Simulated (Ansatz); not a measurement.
# GeH6O4Si: a ladder of functionals and wavefunction methods

The task here is to estimate one member of a computed series from the others.

Computed with Ansatz 0.2.0, Gaussian basis. Level: functionals in def2-TZVPP, the program's frozen cores in correlated methods.

The runs, in order: PBE-D4, r2SCAN-D4, PBE0-D4, B3LYP-D4, ωB97X-V, ωB97M-V, B2PLYP; CCSD(T)/def2-TZVPP; MP2/def2-QZVPP; extrapolation to the limit.

### The geometry

An earlier PBE0-D4 in a triple-zeta def2 set relaxation fixed the geometry.

SMILES `[OH][GeH2][O][SiH](O)O`, 12 atoms, charge 0, spin multiplicity 1.

Atoms are counted from 1 here; the program's logs count them from 0.

Bond lengths: O1–Ge2 1.764 Å, O1–H7 0.965 Å, Ge2–O3 1.786 Å, Ge2–H8 1.538 Å, Ge2–H9 1.528 Å, O3–Si4 1.615 Å, Si4–O5 1.647 Å, Si4–O6 1.638 Å, Si4–H10 1.477 Å, O5–H11 0.959 Å, O6–H12 0.958 Å. Angles: Ge2–O1–H7 109.7°, O1–Ge2–O3 107.8°, O1–Ge2–H8 111.9°, O1–Ge2–H9 107.5°, O3–Ge2–H8 107.2°, O3–Ge2–H9 107.3°, H8–Ge2–H9 114.9°, Ge2–O3–Si4 129.9°, O3–Si4–O5 106.9°, O3–Si4–O6 114.5°, O3–Si4–H10 108.3°, O5–Si4–O6 104.9°, O5–Si4–H10 112.5°, O6–Si4–H10 109.9°, Si4–O5–H11 116.7°, Si4–O6–H12 118.3°.

Set-up of the first run:

The input, in.yaml:

```yaml
crystal:
  periodic: [false, false, false]
  atoms:
    - {symbol: O, position_ang: [-0.255057, 2.393151, 0.494536]}
    - {symbol: Ge, position_ang: [1.197316, 1.478097, 0.089341]}
    - {symbol: O, position_ang: [0.694948, 0.044966, -0.850039]}
    - {symbol: Si, position_ang: [-0.488314, -1.016969, -0.565543]}
    - {symbol: O, position_ang: [-1.500782, -0.321836, 0.532377]}
    - {symbol: O, position_ang: [0.005511, -2.410395, 0.139488]}
    - {symbol: H, position_ang: [-0.948262, 1.790338, 0.789965]}
    - {symbol: H, position_ang: [1.922080, 0.967599, 1.346197]}
    - {symbol: H, position_ang: [2.047635, 2.350833, -0.833109]}
    - {symbol: H, position_ang: [-1.162233, -1.313291, -1.846217]}
    - {symbol: H, position_ang: [-1.994530, -0.916785, 1.099124]}
    - {symbol: H, position_ang: [0.481689, -3.045699, -0.396109]}
basis:
  gaussian: {orbitals: def2-TZVPP}
hamiltonian: {xc: pbe, dispersion: d4}
output: {forces: true, orbitals: {seedname: orbitals}}
```

Command:

```
$ ansatz run in.yaml --threads 2 --pin off --events-out ev --progress --plain --max-ram 20480MiB --backend cuda --devices 0, --max-vram 18GiB
```

Among the steps run: PBE-D4 (GGA); r2SCAN-D4 (meta-GGA); PBE0-D4 (hybrid); B3LYP-D4 (hybrid); ωB97X-V (range-separated); ωB97M-V (range-separated); B2PLYP (double hybrid); CCSD(T) in def2-TZVPP; MP2 in def2-QZVPP.

One of the session's tables, all rows but one given; the rest of the session is left out.

| method | atomisation energy (kcal/mol) |
| --- | --- |
| PBE-D4 | 1078.3 |
| r2SCAN-D4 | 1073.4 |
| PBE0-D4 | 1053.2 |
| B3LYP-D4 | 1062.9 |
| ωB97X-V | ? |
| ωB97M-V | 1073.0 |
| B2PLYP | 1059.0 |
| HF/def2-TZVPP | 748.4 |
| MP2/def2-TZVPP | 1078.6 |
| CCSD/def2-TZVPP | 1032.8 |
| CCSD(T)/def2-TZVPP | 1050.2 |
| MP2/CBS | 1110.7 |
| CCSD(T)/CBS | 1082.4 |

**Question.** Estimate the row for ωB97X-V.

As computed: atomisation energy (kcal/mol): 1076.0. In the column «atomisation energy (kcal/mol)» it lies between r2SCAN-D4 (1073.4) and PBE-D4 (1078.3).

Limits of these values: Free atoms (4 O, 1 Ge, 1 Si, 6 H) were run apart at each level; the atomisation energy is their sum less the molecule, without zero-point or spin-orbit terms.
